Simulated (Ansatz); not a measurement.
# GaBHCl (triplet): from Hartree-Fock to the top rungs at distance Ga2–Cl3 = 4.637 Å, cc-pVDZ

The task here is to estimate one member of a computed series from the others.

Method: cc-pVDZ, core rule «outside noble gas», up to 20 orbitals frozen; program: Ansatz 0.2.0, Gaussian basis.

To be run: UHF; CCSD(T) on ROHF; BCCD(T) on ROHF; CISD; CCSDT(Q) on UHF; CASSCF and MRCISD+Q, 4 electrons in 4 orbitals; CASSCF and NEVPT2, 4 electrons in 4 orbitals.

40 further runs of the same task are left out: 1 for a known fault of the program, 34 that didn't finish, 5 set aside as unsound or not needed.

### What is computed

The geometry derives from a PBE0/def2-TZVP stationary point (not a proven minimum). One bond is set to the value named and the two fragments are kept rigid. No spin-orbit coupling is included. The filled d shell of Ga may be among the frozen orbitals whatever the setting's name suggests; the logs give the count.

4 atoms, charge 0, spin multiplicity 3.

Atoms are counted from 1 here; the program's logs count them from 0.

Bond lengths: B1–Ga2 1.909 Å, B1–H4 1.183 Å. Angles: Ga2–B1–H4 148.6°.

Set-up of the first run:

in.yaml

```yaml
crystal:
  periodic: [false, false, false]
  atoms:
    - {symbol: B, position_ang: [0.000000, -0.209215, 1.801847]}
    - {symbol: Ga, position_ang: [0.000000, 0.231740, -0.055093]}
    - {symbol: Cl, position_ang: [0.000000, -0.179851, -4.673789]}
    - {symbol: H, position_ang: [0.000000, 0.157326, 2.927034]}
basis:
  gaussian: {orbitals: cc-pVDZ}
magnetization: {spin_polarized: true, initial_magnetization: 2}
hamiltonian: {xc: hf}
output: {orbitals: {seedname: orbitals}}
```

The run is started by

```sh
$ ansatz run in.yaml --threads 1 --pin off --events-out ev --progress --plain --max-ram 2393MiB
```

Steps of the session up to this table: UHF; CCSD(T) on ROHF; BCCD(T) on ROHF; CISD; CCSDT(Q) on UHF; CASSCF and MRCISD+Q, 4 electrons in 4 orbitals; CASSCF and NEVPT2, 4 electrons in 4 orbitals.

One table of the session follows, with a row left open; its other results are not shown here.

| method | from RCCSD(T) (kJ/mol) |
| --- | --- |
| ROHF | ? |
| RMP2 | +147.0 |
| RCCSD | +15.4 |
| RCCSD(T) | 0 |
| BCCD(T) | +0.6 |

Q: Estimate the row for ROHF from the others.

The run gave: from RCCSD(T) (kJ/mol): +723.9. In the column «from RCCSD(T) (kJ/mol)» it is the highest.

Not comparable, so not listed: CISD; CCSDT(Q) on UHF (they don't share determinant, frozen orbitals or solution with the rows shown, or repeat one).

Left out of the table: CASSCF pair, NEVPT2 pair, MRCISD pair, MRCISD+Q pair (the active space lost an orbital or holds another state than full CI finds).

Caveats from the session: Warnings in the runs' records: passed over end.
